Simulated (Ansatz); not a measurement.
I need a rigid torsion scan of C3H5B, SMILES BC1C=C1. Use Ansatz 0.2.0, Python API. Use (for the species named): r2SCAN, def2-SVP basis, multiplicity 1, D4 dispersion.

```yaml
atoms:
  - { symbol: B, position_ang: [1.3249, -0.2754, -0.2314] }
  - { symbol: C, position_ang: [-0.0695, -0.1522, 0.5166] }
  - { symbol: C, position_ang: [-1.1622, -0.3773, -0.3283] }
  - { symbol: C, position_ang: [-0.8237, 0.9600, 0.1251] }
  - { symbol: H, position_ang: [1.9361, 0.6939, -0.5221] }
  - { symbol: H, position_ang: [1.8202, -1.3381, -0.3744] }
  - { symbol: H, position_ang: [-0.2131, -0.4882, 1.5639] }
  - { symbol: H, position_ang: [-1.7959, -1.0496, -0.8962] }
  - { symbol: H, position_ang: [-1.0168, 2.0269, 0.1469] }
```

Script `c3h5b.py`:
```python
"""Energy of C3H5B as one group turns about a bond."""

import warnings

import ansatz
from ase import Atoms


def main() -> None:
    warnings.simplefilter("ignore", ansatz.DeckWarning)

    atoms = Atoms(["B", "C", "C", "C", "H", "H", "H", "H", "H"], positions=[
        [1.3249, -0.2754, -0.2314],
        [-0.0695, -0.1522, 0.5166],
        [-1.1622, -0.3773, -0.3283],
        [-0.8237, 0.96, 0.1251],
        [1.9361, 0.6939, -0.5221],
        [1.8202, -1.3381, -0.3744],
        [-0.2131, -0.4882, 1.5639],
        [-1.7959, -1.0496, -0.8962],
        [-1.0168, 2.0269, 0.1469],
    ])

    # relax first, so that the scan starts from a minimum
    first = ansatz.Crystal.molecule_from_ase(atoms).calculation()
    first = first.basis(gaussian="def2-SVP")
    first = first.functional("r2scan", dispersion="d4").relax(force_tolerance=0.02, max_steps=80)
    atoms.positions = first.run(threads=1).report["positions_ang"]

    start = atoms.get_dihedral(2, 1, 0, 4)
    energies = {}
    for turn in range(0, 360, 40):
        turned = atoms.copy()
        turned.set_dihedral(2, 1, 0, 4, start + turn, indices=[0, 4, 5])
        calculation = (
            ansatz.Crystal.molecule_from_ase(turned).calculation()
            .basis(gaussian="def2-SVP")
            .functional("r2scan", dispersion="d4")
        )
        energies[round((start + turn) % 360)] = calculation.run(threads=1).report["free_energy_ev"]
    floor = min(energies.values())
    print("dihedral C2-C1-B0-H4 (deg)   E - E(min) (kJ/mol)")
    for angle, e in sorted(energies.items()):
        print(f"{angle:8d} {96.485332 * (e - floor):14.3f}  " + "#" * int(30 * (e - floor) / max(max(energies.values()) - floor, 1e-9)))


if __name__ == "__main__":
    main()
```

```console
$ python c3h5b.py
dihedral C2-C1-B0-H4 (deg)   E - E(min) (kJ/mol)
      29          0.000
      69         16.240  ############
     109         39.988  ##############################
     149         30.124  ######################
     189          4.699  ###
     229          4.797  ###
     269         30.271  ######################
     309         39.924  #############################
     349         16.080  ############
```

The scan is rigid and the energies are electronic, in a modest basis. With rigid groups the curve can differ much from the relaxed path, the start wasn't checked as a minimum of this torsion, and equivalent turns needn't return to the same energy. Wall time of the script: 88 s on 1 thread of Arm Neoverse V1, with other jobs on the host, peak memory 0.23 GiB.
